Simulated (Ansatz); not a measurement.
Runs of Ansatz 0.2.0 on MoSe. It takes space group Pm-3m (No. 221, cubic). The conventional cell has a = 3.500 Å, b = 3.500 Å, c = 3.500 Å, α = 90.00°, β = 90.00°, γ = 90.00°. Mo (site symmetry m-3m) has 8 Se at 3.03 Å as nearest neighbours. Se (site symmetry m-3m) is surrounded by 8 Mo at 3.03 Å. The cell was built by a generator and needn't be a form met in nature.

```csv
task,level,cell,cutoff (eV),points for each segment of the path,gap on the mesh (eV),pressure (GPa),relaxed volume (Å³/atom)
single point,r2SCAN0,as given,500,-,none,-33.1,-
single point,HF,as given,420,-,7.60,(a),-
relaxation of cell and atoms,HSEsol,relaxed,420,-,none,0.0,14.60
band structure,HSEsol,as given,420,4,none,-34.5,-
band structure,HSE03,as given,420,4,none,-31.1,-
single point,r2SCAN50,as given,500,-,none,-37.8,-
relaxation of cell and atoms,HSE03,relaxed,420,-,none,0.0,14.98
relaxation of cell and atoms,HF,relaxed,420,-,7.58,0.0,(b)
single point,r2SCANh,as given,500,-,none,-30.3,-
```

Alike in all rows: potentials or basis Ansatz PAW; no spin polarisation; k mesh 4 × 4 × 4; smearing fermi-dirac 0.05 eV; the mesh is coarse, so values aren't converged.

**Question.** Estimate the missing entries.

**Answer.** (a) -1.6; (b) 21.00.

Caveats: all runs use coarse meshes; the PAW data sets come from PBE, with cores solved anew for the run's functional, which leaves a small shift of forces and pressure; the thresholds are loose for stress (some runs); a pressure of tens of GPa on the cell as given is suspect, and the run, the potentials or the cell itself is likely at fault (some runs); the plane-wave basis is chosen anew once the cell has moved, so the energies of steps on either side of that aren't comparable (some runs); the volume moved by over 15 % at a fixed basis, so the end points are rough (some runs).

A k mesh can miss the band edges, and the runs leave out spin-orbit coupling on Mo, Se.

A gap of «none» marks a metal or a gap under the smearing width.
